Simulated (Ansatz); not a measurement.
# MnHg: the cost of one run

Computed with Ansatz 0.2.0 (DFT PBEsol, scalar-relativistic, plane waves, PAW).

### Step 1. The starting structure

Symmetry: Pm-3m, No. 221, cubic system. The conventional cell has a = 3.324 Å, b = 3.324 Å, c = 3.324 Å, α = 90.00°, β = 90.00°, γ = 90.00°. Mn (site symmetry m-3m) has 8 Hg at 2.88 Å as nearest neighbours. Around Hg (site symmetry m-3m) lie 8 Mn at 2.88 Å.

Coordinates:

```
CELL_PARAMETERS angstrom
3.32426 0.00000 0.00000
0.00000 3.32426 0.00000
0.00000 0.00000 3.32426
ATOMIC_POSITIONS crystal
Mn 0.50000 0.50000 0.50000
Hg 0.00000 0.00000 0.00000
```

This cell was relaxed beforehand with the same method: volume 18.37 Å³/atom, gap on the mesh none (metal), site moments up to 3.9 μB.

### Step 2. The cell under PBEsol

Input file input.yaml:

```yaml
crystal:
  lattice:
    - [3.3242570992, 0.0, 0.0]
    - [0.0, 3.3242570992, 0.0]
    - [0.0, 0.0, 3.3242570992]
  atoms:
    - { symbol: Mn, position: [0.5, 0.5, 0.5], spin: 4.3 }
    - { symbol: Hg, position: [0.0, 0.0, 0.0] }
basis:
  ecutwfc: 420
kpoints:
  mp_grid: { grid: [12, 12, 12] }
hamiltonian:
  xc: pbesol
scf:
  occupations: { method: gaussian, width: 0.1 }
output:
  forces: true
  stress: true
  eigenvalues: true
  populations: true
magnetization:
  spin_polarized: true
relax:
  adjacent_minimum: "off"
  f_tol: 0.005
  max_steps: 50
  cell: { stress_tol: 0.05 }
```

On the command line:

```
$ ansatz run input.yaml --threads 1 --pin off --max-ram 2560MiB --backend cpu --events-out ev --progress --plain --runs-dir out
```

Q: Estimate wall time and peak memory on 1 thread of Intel Xeon at 2.50GHz (Skylake/Cascade Lake), shared host.

About 98 s, with a peak of 0.49 GiB.
